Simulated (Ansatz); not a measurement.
# SnF4: up Jacob's ladder to CCSD(T)

The task here is to estimate one member of a computed series from the others.

The runs use Ansatz 0.2.0, Gaussian basis; functionals in def2-TZVPP, the program's frozen cores in correlated methods.

The runs, in order: LDA (SPW92), PBE-D4, revPBE-D4, BLYP-D4, r2SCAN-D4, B97M-V, PBE0-D4, B3LYP-D4, r2SCANh-D4, r2SCAN0-D4, HSE06-D4, BHLYP-D4, CAM-B3LYP-D4, LC-ωPBE, ωB97X-V, ωB97M-V, B2PLYP, PBE-QIDH; CCSD(T)/def2-SVP; CCSD(T)/def2-TZVPP; MP2/def2-QZVPP; extrapolation to the limit; RPA on PBE.

## Structure used throughout

All runs share one geometry, relaxed beforehand with PBE0-D4 in a triple-zeta def2 set. Sn takes the def2 core potential; no spin-orbit term is included.

5 atoms, charge 0, spin multiplicity 1.

Atoms are counted from 1 here; the program's logs count them from 0.

Bond lengths: F1–Sn2 1.876 Å, Sn2–F3 1.876 Å, Sn2–F4 1.876 Å, Sn2–F5 1.876 Å. Angles: F1–Sn2–F3 109.5°, F1–Sn2–F4 109.5°, F1–Sn2–F5 109.5°, F3–Sn2–F4 109.5°, F3–Sn2–F5 109.5°, F4–Sn2–F5 109.5°.

Geometry (Å):

```mol
F4Sn
  3D, bonds by distance, orders not assigned

  5  4  0  0  0  0  0  0  0  0999 V2000
    0.1303   -0.8714    1.6567 F   0  0
    0.0099   -0.0147   -0.0083 Sn  0  0
   -1.2854    1.3400    0.0781 F   0  0
   -0.4776   -1.2638   -1.3208 F   0  0
    1.6725    0.7362   -0.4472 F   0  0
  1  2  8  0
  2  3  8  0
  2  4  8  0
  2  5  8  0
M  END
```

Set-up of the first run:

The input, in.yaml:

```yaml
crystal:
  periodic: [false, false, false]
  atoms:
    - {symbol: F, position_ang: [0.130314, -0.871360, 1.656730]}
    - {symbol: Sn, position_ang: [0.009944, -0.014734, -0.008275]}
    - {symbol: F, position_ang: [-1.285359, 1.339982, 0.078129]}
    - {symbol: F, position_ang: [-0.477577, -1.263783, -1.320808]}
    - {symbol: F, position_ang: [1.672478, 0.736195, -0.447176]}
basis:
  gaussian: {orbitals: def2-TZVPP}
hamiltonian: {xc: lda}
output: {orbitals: {seedname: orbitals}}
```

Steps of the session up to this table: LDA; PBE-D4 (GGA); revPBE-D4 (GGA); BLYP-D4 (GGA); r2SCAN-D4 (meta-GGA); B97M-V (meta-GGA); PBE0-D4 (hybrid); B3LYP-D4 (hybrid); r2SCANh-D4 (hybrid); r2SCAN0-D4 (hybrid); HSE06-D4 (hybrid); BHLYP-D4 (hybrid); CAM-B3LYP-D4 (range-separated); LC-ωPBE-D4 (range-separated; the results give it without D4); ωB97X-V (range-separated); ωB97M-V (range-separated); B2PLYP (double hybrid); PBE-QIDH (double hybrid).

One table of the session follows, with a row left open; its other results are not shown here.

It belongs to the step «Orbital energies across the functionals». 

| functional | HOMO (eV) | LUMO (eV) | gap (eV) |
| --- | --- | --- | --- |
| LDA (SPW92) | -10.56 | -5.07 | 5.49 |
| PBE-D4 | -10.25 | -4.61 | 5.65 |
| revPBE-D4 | -10.15 | -4.43 | 5.72 |
| BLYP-D4 | -10.20 | -4.61 | 5.58 |
| r2SCAN-D4 | -10.80 | -4.39 | 6.41 |
| B97M-V | -10.90 | -4.41 | 6.49 |
| PBE0-D4 | -12.43 | -3.61 | 8.82 |
| B3LYP-D4 | -12.11 | -4.01 | 8.09 |
| r2SCANh-D4 | -11.61 | -4.03 | 7.58 |
| r2SCAN0-D4 | -12.83 | -3.48 | 9.35 |
| HSE06-D4 | -12.01 | -3.99 | 8.02 |
| BHLYP-D4 | -14.51 | -2.66 | 11.85 |
| CAM-B3LYP-D4 | -14.04 | -2.63 | 11.41 |
| LC-ωPBE | ? | ? | ? |
| ωB97X-V | -15.01 | -1.30 | 13.71 |
| ωB97M-V | -14.97 | -1.41 | 13.56 |

Q: Estimate the row for LC-ωPBE from the others.

The run gave: HOMO (eV): -15.32; LUMO (eV): -1.15; gap (eV): 14.17. In the column «HOMO (eV)» it is the lowest.
